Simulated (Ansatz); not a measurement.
# Cd3Ir: the cost of one run

Program: Ansatz 0.2.0, driven from Python. The levels of theory stand in the script. These are calculated values, not measurements.

## (1) The system

The structure is cubic, space group Pm-3m (No. 221). Conventional cell: a = 4.217 Å, b = 4.217 Å, c = 4.217 Å, α = 90.00°, β = 90.00°, γ = 90.00°. Cd (site symmetry 4/mmm) is surrounded by 8 Cd at 2.98 Å and 4 Ir at 2.98 Å. Around Ir (site symmetry m-3m) lie 12 Cd at 2.98 Å.

The script holds or builds the structure itself.

## (2) Script

Contents of run_lattice.py:

```python
"""How the lattice of Cd3Ir depends on the functional."""

import ansatz as az
import numpy as np

def edges_and_angles(cell):
    cell = np.asarray(cell)
    a, b, c = np.linalg.norm(cell, axis=1)
    cosines = cell[1] @ cell[2] / (b * c), cell[0] @ cell[2] / (a * c), cell[0] @ cell[1] / (a * b)
    return (a, b, c, *np.degrees(np.arccos(cosines)))


def main() -> None:
    vectors = np.array([
        [4.216704, 0.0, 0.0],
        [0.0, 4.216704, 0.0],
        [0.0, 0.0, 4.216704],
    ])
    crystal = (
        az.Lattice.of(vectors)
        .atom("Cd", [0.0, 0.5, 0.5])
        .atom("Cd", [0.5, 0.0, 0.5])
        .atom("Cd", [0.5, 0.5, 0.0])
        .atom("Ir", [0.0, 0.0, 0.0])
    )

    calc = (
        crystal.calculation()
        .occupations("Fermi-Dirac", width=0.05)
        .kpoints(5, 5, 5)
        .relax(cell=True)
    )

    levels = [("blyp", "d3bj"), ("lda", "none"), ("pbesol", "d3bj")]
    print("level            a       b       c    alpha   beta  gamma  V/atom  steps")
    for name, dispersion in levels:
        seen = []
        run = calc.functional(name, dispersion=dispersion).session().plan()
        result = run.execute(on_event=lambda e: seen.append(e) if e["event"] == "relax_step" else None)
        cell = result.lattice.cell_ang
        label = name if dispersion == "none" else f"{name}+{dispersion}"
        print("{:13s} {:7.4f} {:7.4f} {:7.4f} {:6.2f} {:6.2f} {:6.2f}".format(label, *edges_and_angles(cell)), f"{abs(np.linalg.det(cell)) / len(result.lattice.sites):7.3f} {len(seen):5d}")


if __name__ == "__main__":
    main()
```

## (3) The calls as engine input

The package turns the script's settings into the engine's input (first run):

```yaml
crystal:
  lattice:
    - [4.216704, 0.0, 0.0]
    - [0.0, 4.216704, 0.0]
    - [0.0, 0.0, 4.216704]
  atoms:
    - { symbol: Cd, position: [0.0, 0.5, 0.5] }
    - { symbol: Cd, position: [0.5, 0.0, 0.5] }
    - { symbol: Cd, position: [0.5, 0.5, 0.0] }
    - { symbol: Ir, position: [0.0, 0.0, 0.0] }
kpoints:
  mp_grid:
    grid: [5, 5, 5]
hamiltonian:
  xc: blyp
  dispersion: d3bj
scf:
  occupations:
    method: fermi_dirac
    width: 0.05
relax:
  cell: {}
```

## (4) Launch

Run with:

```sh
$ python run_lattice.py
```

What time and memory should one allow on 1 thread of Arm Neoverse V2, shared host?

About 21 s, with a peak of 0.44 GiB.
